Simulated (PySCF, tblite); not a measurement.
**C₅H₁₂SSi: geometry, infrared bands and NMR shifts**

Wanted: the infrared bands and NMR shifts of C₅H₁₂SSi (`[SiH3][C@@H]1CCCSC1`), by calculation.

Computed with tblite 0.8.0 and PySCF 2.14.0, with density-fitted response routines of our own, on a single molecule in the gas phase. Atoms are numbered from 0 throughout.

## (1) The starting structure

19 atoms, charge 0, multiplicity 1; geometry from: force field or distance geometry start.

Bonds of the start (Å): Si0–C1 1.93, C1–C2 1.53, C2–C3 1.54, C3–C4 1.53, C4–S5 1.81, S5–C6 1.82, C6–C1 1.54, Si0–H7 1.49, Si0–H8 1.48, Si0–H9 1.47, C1–H10 1.09, C2–H11 1.10, C2–H12 1.10, C3–H13 1.09, C3–H14 1.10, C4–H15 1.10, C4–H16 1.09, C6–H17 1.10, C6–H18 1.11.

## (2) Geometry optimisation with GFN2-xTB

Job settings and geometry (Å):

```
{"job": {"kind": "relax", "xc": "GFN2-xTB", "basis": "xTB"}, "charge": 0, "multiplicity": 1}
Si     2.536300     0.571100     0.262800
C      0.756500     0.093300    -0.308600
C     -0.312400     0.948700     0.384200
C     -1.730200     0.674300    -0.149200
C     -2.169800    -0.775200     0.084900
S     -1.090400    -1.939900    -0.794000
C      0.508400    -1.409500    -0.095600
H      2.665900     0.324500     1.724800
H      2.764100     2.011200    -0.010200
H      3.520300    -0.244500    -0.467400
H      0.740800     0.300900    -1.378100
H     -0.110800     2.013700     0.220300
H     -0.307500     0.797600     1.478100
H     -1.784500     0.922700    -1.208700
H     -2.437400     1.338700     0.377600
H     -2.177900    -1.020300     1.156400
H     -3.187100    -0.907500    -0.293500
H      1.284100    -2.016000    -0.581000
H      0.521600    -1.674400     0.978100
```

Command:

```bash
> OMP_NUM_THREADS=1 python probes_run.py task.json out
```

This one command runs all jobs of the session in turn.

**Question.** This job is followed by: GFN2-xTB harmonic vibrations, gas phase; GIAO PBE0/pcSseg-1 NMR shielding, non-relativistic, gas phase. What will the session give for the following? strongest single infrared mode (GFN2-xTB); zero-point energy (GFN2-xTB); ¹³C shifts against TMS (PBE0/pcSseg-1); ¹H shifts against TMS (PBE0/pcSseg-1, means over atoms taken as alike); ²⁹Si shifts against TMS (PBE0/pcSseg-1); ³³S shifts against CS2 (PBE0/pcSseg-1).

As calculated:

| quantity | value |
| --- | --- |
| strongest single infrared mode (GFN2-xTB) | 794 cm⁻¹, 384 km/mol |
| zero-point energy (GFN2-xTB) | 96.6 kcal/mol |
| ¹³C shifts against TMS (PBE0/pcSseg-1) | 39.1, 36.6, 33.8, 33.3, 27.0 ppm |
| ¹H shifts against TMS (PBE0/pcSseg-1, means over atoms taken as alike) | 3.66, 2.74, 2.56, 2.53, 2.48, 1.99, 1.88, 1.68, 1.28, 1.10 ppm |
| ²⁹Si shifts against TMS (PBE0/pcSseg-1) | -63.4 ppm |
| ³³S shifts against CS2 (PBE0/pcSseg-1) | 25 ppm |

Over 28 steps the energy fell by 0.074 eV; of the close pairs, Si0–H7 changed most, 1.488 to 1.464 Å. All 51 modes are real, so the xTB geometry is a minimum. The strongest single mode, at 794 cm⁻¹, is spread over several atoms, H8, H9, H7, Si0 among them. GFN2-xTB is a fitted tight-binding method: band positions and strengths are rough. Its intensities can rank the bands wrongly. At PBE0/pcSseg-1: Shielding is most anisotropic at S5 (span 260 ppm, paramagnetic term -576 ppm).
